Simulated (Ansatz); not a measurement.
# CH5BOS: up Jacob's ladder to CCSD(T)

The task here is to estimate one member of a computed series from the others.

The runs use Ansatz 0.2.0, Gaussian basis; functionals in def2-TZVPP, the program's frozen cores in correlated methods.

The runs, in order: LDA (SPW92), PBE-D4, revPBE-D4, BLYP-D4, r2SCAN-D4, B97M-V, PBE0-D4, B3LYP-D4, r2SCANh-D4, r2SCAN0-D4, HSE06-D4, BHLYP-D4, CAM-B3LYP-D4, LC-ωPBE, ωB97X-V, ωB97M-V, B2PLYP, PBE-QIDH; CCSD(T)/def2-SVP; CCSD(T)/def2-TZVPP; MP2/def2-QZVPP; extrapolation to the limit; RPA on PBE.

## The geometry

All runs share one geometry, relaxed beforehand with PBE0-D4 in a triple-zeta def2 set.

SMILES `COBS`, 9 atoms, charge 0, spin multiplicity 1.

Atoms are counted from 1 here; the program's logs count them from 0.

Bond lengths: C1–O2 1.412 Å, C1–H5 1.094 Å, C1–H6 1.092 Å, C1–H7 1.092 Å, O2–B3 1.343 Å, B3–S4 1.807 Å, B3–H8 1.199 Å, S4–H9 1.341 Å. Angles: O2–C1–H5 111.4°, O2–C1–H6 108.9°, O2–C1–H7 108.9°, H5–C1–H6 109.4°, H5–C1–H7 109.4°, H6–C1–H7 108.8°, C1–O2–B3 121.9°, O2–B3–S4 117.2°, O2–B3–H8 121.9°, S4–B3–H8 120.9°, B3–S4–H9 95.3°.

The first run:

Contents of in.yaml:

```yaml
crystal:
  periodic: [false, false, false]
  atoms:
    - {symbol: C, position_ang: [0.569466, 0.756214, -1.208382]}
    - {symbol: O, position_ang: [0.058045, 0.724281, 0.107443]}
    - {symbol: B, position_ang: [-0.311884, -0.424357, 0.697767]}
    - {symbol: S, position_ang: [-0.950007, -0.317917, 2.384940]}
    - {symbol: H, position_ang: [0.616796, -0.246413, -1.642366]}
    - {symbol: H, position_ang: [-0.074957, 1.387187, -1.823676]}
    - {symbol: H, position_ang: [1.571161, 1.189979, -1.188380]}
    - {symbol: H, position_ang: [-0.225964, -1.480589, 0.136832]}
    - {symbol: H, position_ang: [-1.164255, -1.634684, 2.518726]}
basis:
  gaussian: {orbitals: def2-TZVPP}
hamiltonian: {xc: lda}
output: {orbitals: {seedname: orbitals}}
```

Steps of the session up to this table: LDA; PBE-D4 (GGA); revPBE-D4 (GGA); BLYP-D4 (GGA); r2SCAN-D4 (meta-GGA); B97M-V (meta-GGA); PBE0-D4 (hybrid); B3LYP-D4 (hybrid); r2SCANh-D4 (hybrid); r2SCAN0-D4 (hybrid); HSE06-D4 (hybrid); BHLYP-D4 (hybrid); CAM-B3LYP-D4 (range-separated); LC-ωPBE-D4 (range-separated; the results give it without D4); ωB97X-V (range-separated); ωB97M-V (range-separated); B2PLYP (double hybrid); PBE-QIDH (double hybrid).

One of the session's tables, all rows but one given; the rest of the session is left out.

It belongs to the step «Orbital energies across the functionals». 

```
  functional  HOMO (eV)  gap (eV)
 LDA (SPW92)      -6.44      5.24
      PBE-D4      -6.31      5.36
   revPBE-D4      -6.26      5.41
     BLYP-D4      -6.14      5.34
   r2SCAN-D4      -6.59      5.96
      B97M-V      -6.68      6.04
     PBE0-D4      -7.53      7.53
    B3LYP-D4      -7.27      7.06
  r2SCANh-D4      -7.04      6.74
  r2SCAN0-D4      -7.72      7.91
    HSE06-D4      -7.13      6.74
    BHLYP-D4      -8.60      9.58
CAM-B3LYP-D4      -8.83      9.90
     LC-ωPBE          ?         ?
     ωB97X-V      -9.87     12.00
     ωB97M-V      -9.71     11.61
```

Q: Estimate the row for LC-ωPBE from the others.

The run gave: HOMO (eV): -10.23; gap (eV): 12.46. In the column «HOMO (eV)» it is the lowest.
